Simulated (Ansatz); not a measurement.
# GeWCl3: one candidate of a structure search

The task: take a trial cell of GeWCl3 to zero force and stress.

Computed with Ansatz 0.2.0 (DFT PBE, scalar-relativistic, plane waves, PAW, unless a step's input says otherwise).

1 further run of the same task is left out (set aside as unsound or not needed).

## (1) Starting point

The structure is cubic, space group Pm-3m (No. 221). Conventional cell: a = 5.127 Å, b = 5.127 Å, c = 5.127 Å, α = 90.00°, β = 90.00°, γ = 90.00°. Around Ge (site symmetry m-3m) lie 12 Cl at 3.63 Å. W (site symmetry m-3m) is surrounded by 6 Cl at 2.56 Å. Cl (site symmetry 4/mmm) is surrounded by 2 W at 2.56 Å and 4 Ge at 3.63 Å.

As a file:

```
CELL_PARAMETERS angstrom
5.12661 0.00000 0.00000
0.00000 5.12661 0.00000
0.00000 0.00000 5.12661
ATOMIC_POSITIONS crystal
Ge 0.00000 0.00000 0.00000
W 0.50000 0.50000 0.50000
Cl 0.00000 0.50000 0.50000
Cl 0.50000 0.00000 0.50000
Cl 0.50000 0.50000 0.00000
```

A structure generator made this guess: random cell by space group and Wyckoff sites (Pm-3m, No. 221). Its size is a rough estimate.

## (2) A first look at the guess

input.yaml

```yaml
crystal:
  lattice:
    - [5.12661, 0.0, 0.0]
    - [0.0, 5.12661, 0.0]
    - [0.0, 0.0, 5.12661]
  atoms:
    - { symbol: Ge, position: [0.0, 0.0, 0.0] }
    - { symbol: W, position: [0.5, 0.5, 0.5] }
    - { symbol: Cl, position: [0.0, 0.5, 0.5] }
    - { symbol: Cl, position: [0.5, 0.0, 0.5] }
    - { symbol: Cl, position: [0.5, 0.5, 0.0] }
basis:
  ecutwfc: 420
kpoints:
  mp_grid: { grid: [4, 4, 4] }
hamiltonian:
  xc: pbe
scf:
  occupations: { method: gaussian, width: 0.1 }
  lower_state_search: "off"
output:
  forces: true
  stress: true
  eigenvalues: true
```

Run with:

```sh
ansatz run input.yaml --threads 1 --pin off --max-ram 2560MiB --backend cpu --events-out ev --progress --plain --runs-dir out
```

The session goes on with these runs: coarse relaxation; relaxation on the finer mesh; relaxation repeated from the relaxed cell.

What does the calculation give? Wanted: conventional cell; volume; energy over the elements; gap on the mesh; total moment.

As calculated:

```
                                                              quantity                                                                      value
                                symmetry at the end (tolerance 0.05 Å)                                                space group Pm-3m (No. 221)
                                                     conventional cell  a = 4.849 Å, b = 4.849 Å, c = 4.849 Å, α = 90.00°, β = 90.00°, γ = 90.00°
                                                                volume                                                              22.81 Å³/atom
energy over the elements (uncorrected; H, N, O, F and Cl as molecules)                                                              +0.37 eV/atom
                                                       gap on the mesh                                                               none (metal)
                                                          total moment                                                               2.84 μB/cell
```

What this shows: The space group Pm-3m (No. 221) is kept, and the volume per atom shrinks by 15.4 % from the first guess. The formation energy is positive, so the separate elements lie lower. No finished test with a distortion of lower symmetry is shown, so the end may be a saddle point. The runs treat W without spin-orbit coupling. An odd count of electrons in a cell without spin polarisation forces a partly filled band, so those cells are metals by count; spin or a larger cell could change that. Other magnetic orders were not searched.
